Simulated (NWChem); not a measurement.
**One shape, several levels: SnSiH6 (SMILES [SiH3][SnH3])**

Wanted: a comparison of 4 runs (HF/STO-3G, HF/def2-SVP, TPSS/def2-TZVP, PBE0/def2-SVP) of SnSiH6. 

Program for the calculation: NWChem 7.3.0.

## 1. The structure to begin with

The species is SnSiH6 (8 atoms), meant as a singlet with charge 0. As SMILES, `[SiH3][SnH3]`. The coordinates come from a PBE0-D4/def2-TZVP relaxation.

Bond lengths: Si1–Sn2 2.560 Å, Si1–H3 1.487 Å, Si1–H4 1.487 Å, Si1–H5 1.487 Å, Sn2–H6 1.708 Å, Sn2–H7 1.708 Å, Sn2–H8 1.708 Å. Some angles: Si1–Sn2–H6 110.7°, Si1–Sn2–H7 110.8°, Si1–Sn2–H8 110.8°, Sn2–Si1–H3 110.2°, Sn2–Si1–H4 110.2°, Sn2–Si1–H5 110.2°, H6–Sn2–H7 108.2°, H6–Sn2–H8 108.2°, H7–Sn2–H8 108.2°, H3–Si1–H4 108.8°.

## 2. Energy and gradient at HF/STO-3G (run 1)

Input file a.nw:

```
start a
title "H6SiSn hf"
memory total 2200 mb
geometry units angstrom noautosym nocenter noautoz
  Si   -0.621900    0.121300   -1.152100
  Sn    0.611700   -0.129400    1.077500
  H    -2.070400    0.355200   -0.912500
  H    -0.465000   -1.112000   -1.967300
  H    -0.071600    1.272400   -1.915300
  H     0.450400    1.285900    2.019300
  H     2.276200   -0.410700    0.820500
  H    -0.017200   -1.439600    1.974000
end
basis spherical bse
  Si library STO-3G
  Sn library STO-3G
  H library STO-3G
end
scf
  thresh 1e-08
  maxiter 80
end
task scf gradient
```

The run is started by

```sh
$ nwchem a.nw > a.out
```

Standard output:

```text
[...]
  functions       =    42
[...]
  wavefunction    = RHF
[...]
         Total SCF energy =  -6252.406885212111
      One-electron energy =  -9125.316294134394
      Two-electron energy =   2634.650485754044
 Nuclear repulsion energy =    238.258923168240
        Time for solution =      2.8s
[...]
                         RHF ENERGY GRADIENTS
    atom               coordinates                        gradient
                 x          y          z           x          y          z
   1 Si     -1.175221   0.229224  -2.177153    0.005197  -0.001105   0.009349
   2 Sn      1.155945  -0.244531   2.036180   -0.007995   0.001572  -0.014500
   3 H      -3.912489   0.671231  -1.724375   -0.031147   0.004966   0.008425
   4 H      -0.878723  -2.101375  -3.717658    0.005198  -0.028256  -0.015481
   5 H      -0.135304   2.404487  -3.619392    0.014117   0.025748  -0.014289
   6 H       0.851133   2.429999   3.815924   -0.002118   0.021784   0.015219
   7 H       4.301394  -0.776110   1.550520    0.026065  -0.004416  -0.003264
   8 H      -0.032503  -2.720450   3.730319   -0.009318  -0.020293   0.014542
[...]
```

Run time: 5.1 s. Hardware: 1 thread of Intel Xeon Platinum 8488C (Sapphire Rapids), shared host; peak memory 0.1 GiB.

## 3. Energy and gradient at HF/def2-SVP (core potential) (run 2)

Input file run.py:

```python
from ase import Atoms
from ase.calculators.nwchem import NWChem

mol = Atoms('SiSnHHHHHH', positions=[
    [-0.621900, 0.121300, -1.152100],
    [0.611700, -0.129400, 1.077500],
    [-2.070400, 0.355200, -0.912500],
    [-0.465000, -1.112000, -1.967300],
    [-0.071600, 1.272400, -1.915300],
    [0.450400, 1.285900, 2.019300],
    [2.276200, -0.410700, 0.820500],
    [-0.017200, -1.439600, 1.974000],
])

calc = NWChem(
    label='m1',
    theory='scf',
    memory='2200 mb',
    basis='def2-SVP',
    basispar='spherical bse',
    scf={'nopen': '0', 'rhf': None, 'thresh': '1e-08', 'maxiter': '80'},
    **{'ecp bse': {'Sn library': 'def2-SVP'}},
)
mol.calc = calc

forces = mol.get_forces()
e = mol.get_potential_energy()
print(f"E = {e:.6f} eV")
print("forces (eV/A):")
for s, f in zip(mol.symbols, forces):
    print(f"{s:2s} {f[0]:10.5f} {f[1]:10.5f} {f[2]:10.5f}")
print("dipole (e A):", mol.get_dipole_moment().round(4))
```

The run is started by

```sh
$ export ASE_NWCHEM_COMMAND="nwchem PREFIX.nwi > PREFIX.nwo"
$ python run.py
```

Standard output:

```text
E = -13759.402762 eV
forces (eV/A):
Si   -0.21412    0.04433   -0.38623
Sn    0.15756   -0.03096    0.28632
H     0.06541   -0.01049   -0.01779
H    -0.01075    0.05903    0.03291
H    -0.02941   -0.05482    0.02998
H    -0.00967    0.06289    0.03723
H     0.07184   -0.01193   -0.01676
H    -0.03085   -0.05806    0.03440
dipole (e A): [-0.0221  0.0041 -0.0404]
```

The calculator wrote m1.nwi:

```
title "m1"

permanent_dir m1

scratch_dir m1

start m1

geometry units angstrom nocenter noautosym noautoz
  Si -6.2190000000000001e-01 1.2130000000000001e-01 -1.1520999999999999e+00
  Sn 6.1170000000000002e-01 -1.2939999999999999e-01 1.0774999999999999e+00
  H  -2.0703999999999998e+00 3.5520000000000002e-01 -9.1249999999999998e-01
  H  -4.6500000000000002e-01 -1.1120000000000001e+00 -1.9673000000000000e+00
  H  -7.1599999999999997e-02 1.2724000000000000e+00 -1.9153000000000000e+00
  H  4.5040000000000002e-01 1.2859000000000000e+00 2.0192999999999999e+00
  H  2.2761999999999998e+00 -4.1070000000000001e-01 8.2050000000000001e-01
  H  -1.7200000000000000e-02 -1.4396000000000000e+00 1.9740000000000000e+00
end

memory 2200 mb

basis spherical bse noprint
   * library def2-SVP
end

scf
  nopen 0
  rhf
  thresh 1e-08
  maxiter 80
end
ecp bse
  Sn library def2-SVP
end

task scf gradient
```

m1.nwo:

```text
Northwest Computational Chemistry Package (NWChem) 7.3.0
             --------------------------------------------------------

           Job information
           ---------------

    nwchem branch   = 7.3.0
    use scalapack   = T
    input           = m1.nwi
    prefix          = m1.
    data base       = m1/m1.db
    status          = startup
    nproc           =        1

           Memory information
           ------------------

[... 5 lines left out ...]
    hardfail = no
[... 139 lines left out ...]
         Quadratically convergent ROHF
[... 14 lines left out ...]
       Final RHF  results
[... 4 lines left out ...]
      Two-electron energy =    391.989606751512
[... 40 lines left out ...]
                       ROHF Final Molecular Orbital Analysis
[... 266 lines left out ...]
                 ----------------------------------------
                 |  Time  |  1-e(secs)   |  2-e(secs)   |
                 ----------------------------------------
                 |  CPU   |       0.03   |       2.03   |
                 ----------------------------------------
                 |  WALL  |       0.03   |       2.03   |
                 ----------------------------------------

 Task  times  cpu:       10.2s     wall:       10.2s
 Total times  cpu:       10.2s     wall:       10.2s
```

Wall time 11 s (1 thread of Intel Xeon Platinum 8488C (Sapphire Rapids), shared host); peak memory 0.1 GiB.

## 4. Energy and forces at TPSS/def2-TZVP (core potential) (run 3)

Input file run.py:

```python
from ase import Atoms
from ase.calculators.nwchem import NWChem

system = Atoms(['Si', 'Sn', 'H', 'H', 'H', 'H', 'H', 'H'], positions=[
    [-0.621900, 0.121300, -1.152100],
    [0.611700, -0.129400, 1.077500],
    [-2.070400, 0.355200, -0.912500],
    [-0.465000, -1.112000, -1.967300],
    [-0.071600, 1.272400, -1.915300],
    [0.450400, 1.285900, 2.019300],
    [2.276200, -0.410700, 0.820500],
    [-0.017200, -1.439600, 1.974000],
])

calc = NWChem(
    label='job',
    theory='dft',
    memory='2200 mb',
    basis='def2-TZVP',
    basispar='spherical bse',
    dft={'xc': 'xtpss03 ctpss03', 'mult': '1', 'grid': 'fine', 'convergence': 'energy 1e-08', 'iterations': '100', 'mulliken': None, 'print': 'low'},
    **{'ecp bse': {'Sn library': 'def2-TZVP'}},
)
system.calc = calc

forces = system.get_forces()
print("Total energy (eV):", round(system.get_potential_energy(), 6))
print("forces (eV/A):")
for s, f in zip(system.symbols, forces):
    print(f"{s:2s} {f[0]:10.5f} {f[1]:10.5f} {f[2]:10.5f}")
```

The run is started by

```sh
$ export ASE_NWCHEM_COMMAND="nwchem PREFIX.nwi > PREFIX.nwo"
$ python run.py
```

Standard output:

```text
Total energy (eV): -13805.143158
forces (eV/A):
Si   -0.06690    0.01445   -0.12064
Sn   -0.00530    0.00190   -0.00874
H     0.03090   -0.00478   -0.01779
H    -0.01039    0.03281    0.00967
H    -0.02047   -0.02916    0.00807
H     0.00216    0.06582    0.06356
H     0.09071   -0.01568    0.00509
H    -0.02072   -0.06541    0.06073
```

The calculator wrote job.nwi:

```
title "job"

permanent_dir job

scratch_dir job

start job

geometry units angstrom nocenter noautosym noautoz
  Si -6.2190000000000001e-01 1.2130000000000001e-01 -1.1520999999999999e+00
  Sn 6.1170000000000002e-01 -1.2939999999999999e-01 1.0774999999999999e+00
  H  -2.0703999999999998e+00 3.5520000000000002e-01 -9.1249999999999998e-01
  H  -4.6500000000000002e-01 -1.1120000000000001e+00 -1.9673000000000000e+00
  H  -7.1599999999999997e-02 1.2724000000000000e+00 -1.9153000000000000e+00
  H  4.5040000000000002e-01 1.2859000000000000e+00 2.0192999999999999e+00
  H  2.2761999999999998e+00 -4.1070000000000001e-01 8.2050000000000001e-01
  H  -1.7200000000000000e-02 -1.4396000000000000e+00 1.9740000000000000e+00
end

memory 2200 mb

basis spherical bse noprint
   * library def2-TZVP
end

dft
  xc xtpss03 ctpss03
  mult 1
  grid fine
  convergence energy 1e-08
  iterations 100
  mulliken
  print low
end
ecp bse
  Sn library def2-TZVP
end

task dft gradient
```

job.nwo:

```text
Northwest Computational Chemistry Package (NWChem) 7.3.0
             --------------------------------------------------------

           Job information
           ---------------

    nwchem branch   = 7.3.0
    use scalapack   = T
    input           = job.nwi
    prefix          = job.
    data base       = job/job.db
    status          = startup
    nproc           =        1

           Memory information
           ------------------

[... 5 lines left out ...]
    hardfail = no
[... 38 lines left out ...]
            Nuclear Dipole moment (a.u.)
[... 93 lines left out ...]
         Total DFT energy =     -507.329657739233
[... 1 line left out ...]
           Coulomb energy =      432.061110177491
[... 1 line left out ...]
 Nuclear repulsion energy =      118.040193512202
[... 29 lines left out ...]
                         DFT ENERGY GRADIENTS

    atom               coordinates                        gradient
                 x          y          z           x          y          z
   1 Si     -1.175221   0.229224  -2.177153    0.001301  -0.000281   0.002346
   2 Sn      1.155945  -0.244531   2.036180    0.000103  -0.000037   0.000170
   3 H      -3.912489   0.671231  -1.724375   -0.000601   0.000093   0.000346
[... 4 lines of this table left out ...]
   8 H      -0.032503  -2.720450   3.730319    0.000403   0.001272  -0.001181

 Task  times  cpu:       55.2s     wall:       55.2s
 Total times  cpu:       55.2s     wall:       55.2s
```

It took 56 s on 1 thread of Intel Xeon Platinum 8488C (Sapphire Rapids), shared host; peak memory 0.14 GiB.

## 5. Energy and forces at PBE0/def2-SVP (core potential) (run 4)

Input file run.py:

```python
from ase import Atoms
from ase.calculators.nwchem import NWChem

system = Atoms(['Si', 'Sn', 'H', 'H', 'H', 'H', 'H', 'H'], positions=[
    [-0.621900, 0.121300, -1.152100],
    [0.611700, -0.129400, 1.077500],
    [-2.070400, 0.355200, -0.912500],
    [-0.465000, -1.112000, -1.967300],
    [-0.071600, 1.272400, -1.915300],
    [0.450400, 1.285900, 2.019300],
    [2.276200, -0.410700, 0.820500],
    [-0.017200, -1.439600, 1.974000],
])

calc = NWChem(
    label='h6sisn',
    theory='dft',
    memory='2200 mb',
    basis='def2-SVP',
    basispar='spherical bse',
    dft={'xc': 'pbe0', 'mult': '1', 'grid': 'xfine', 'convergence': 'energy 1e-08', 'iterations': '100', 'mulliken': None},
    **{'ecp bse': {'Sn library': 'def2-SVP'}},
)
system.calc = calc

forces = system.get_forces()
print(f"energy = {system.get_potential_energy():.6f} eV")
print("forces (eV/A):")
for s, f in zip(system.symbols, forces):
    print(f"{s:2s} {f[0]:10.5f} {f[1]:10.5f} {f[2]:10.5f}")
print("dipole (e A):", system.get_dipole_moment().round(4))
```

The run is started by

```sh
$ export ASE_NWCHEM_COMMAND="nwchem PREFIX.nwi > PREFIX.nwo"
$ python run.py
```

Standard output:

```text
energy = -13800.099343 eV
forces (eV/A):
Si    0.03882   -0.00725    0.07060
Sn    0.00154    0.00057    0.00411
H    -0.14851    0.02401    0.02067
H     0.01409   -0.12475   -0.08567
H     0.05394    0.11621   -0.08073
H    -0.01311    0.08305    0.04834
H     0.09410   -0.01563   -0.02237
H    -0.04083   -0.07621    0.04505
dipole (e A): [-0.0154  0.0028 -0.0281]
```

The calculator wrote h6sisn.nwi:

```
title "h6sisn"

permanent_dir h6sisn

scratch_dir h6sisn

start h6sisn

geometry units angstrom nocenter noautosym noautoz
  Si -6.2190000000000001e-01 1.2130000000000001e-01 -1.1520999999999999e+00
  Sn 6.1170000000000002e-01 -1.2939999999999999e-01 1.0774999999999999e+00
  H  -2.0703999999999998e+00 3.5520000000000002e-01 -9.1249999999999998e-01
  H  -4.6500000000000002e-01 -1.1120000000000001e+00 -1.9673000000000000e+00
  H  -7.1599999999999997e-02 1.2724000000000000e+00 -1.9153000000000000e+00
  H  4.5040000000000002e-01 1.2859000000000000e+00 2.0192999999999999e+00
  H  2.2761999999999998e+00 -4.1070000000000001e-01 8.2050000000000001e-01
  H  -1.7200000000000000e-02 -1.4396000000000000e+00 1.9740000000000000e+00
end

memory 2200 mb

basis spherical bse noprint
   * library def2-SVP
end

dft
  xc pbe0
  mult 1
  grid xfine
  convergence energy 1e-08
  iterations 100
  mulliken
end
ecp bse
  Sn library def2-SVP
end

task dft gradient
```

h6sisn.nwo:

```text
Northwest Computational Chemistry Package (NWChem) 7.3.0
             --------------------------------------------------------

           Job information
           ---------------

    nwchem branch   = 7.3.0
    use scalapack   = T
    input           = h6sisn.nwi
    prefix          = h6sisn.
    data base       = h6sisn/h6sisn.db
    status          = startup
    nproc           =        1

           Memory information
           ------------------

[... 5 lines left out ...]
    hardfail = no
[... 110 lines left out ...]
  convergence criterion.
[... 41 lines left out ...]
          Spatial weights used:  Erf1
[... 32 lines left out ...]
 1-e energy   =   -1014.503518
[... 41 lines left out ...]
           Coulomb energy =      432.019465582694
[... 604 lines left out ...]
          Convergence on density requested:  1.00D-05
[... 27 lines left out ...]
          total energy or number of iterations.
[... 36 lines left out ...]
                 ----------------------------------------
                 |  Time  |  1-e(secs)   |  2-e(secs)   |
                 ----------------------------------------
                 |  CPU   |       0.03   |       1.92   |
                 ----------------------------------------
                 |  WALL  |       0.03   |       1.92   |
                 ----------------------------------------

 Task  times  cpu:       25.6s     wall:       25.6s
 Total times  cpu:       25.6s     wall:       25.6s
```

Wall time 27 s (1 thread of Intel Xeon Platinum 8488C (Sapphire Rapids), shared host); peak memory 0.14 GiB.

## 6. The series

| run | level | core potential | iteration cap | energy (Eh) | dipole moment (D) | HOMO energy (eV) | LUMO energy (eV) | wall time |
| --- | --- | --- | --- | --- | --- | --- | --- | --- |
| 1 | HF/STO-3G | – | 80 | -6252.406885 | 0.12 | -8.17 | 10.29 | 5.1 s |
| 2 | HF/def2-SVP (core potential) | def2-SVP | 80 | -505.648729 | 0.22 | -10.44 | 3.33 | 11 s |
| 3 | TPSS/def2-TZVP (core potential) | def2-TZVP | 100 | -507.329658 | – | – | – | 56 s |
| 4 | PBE0/def2-SVP (core potential) | def2-SVP | 100 | -507.144301 | 0.15 | -8.01 | 0.37 | 27 s |

## 7. What came out

| quantity | value |
| --- | --- |
| run 4: total energy | -507.14430 Eh |
| run 4: dipole moment | 0.15 D |
| run 4: HOMO energy | -8.01 eV |
| run 4: LUMO energy | 0.37 eV |
| run 4: HOMO–LUMO gap | 8.38 eV |
| run 4: largest force on an atom | 0.152 eV/Å |

**Reading.** Over runs 1, 2, 4 the dipole moment (its size) runs from 0.12 D (HF/STO-3G) to 0.22 D (HF/def2-SVP). The two ends differ in basis and core potential. Over runs 1, 2, 4 the HOMO–LUMO gap runs from 8.38 eV (PBE0/def2-SVP) to 18.46 eV (HF/STO-3G). The two ends differ in method and basis and core potential. Totals of different functionals can't be ranked against each other. Some runs of one species differ in core potentials or relativity; totals across that change don't compare. In run 1 the basis is minimal, so the values are rough. In run 1 relativity is left out where basis or elements ask for it. All runs together took 100 s, the longest 56 s.
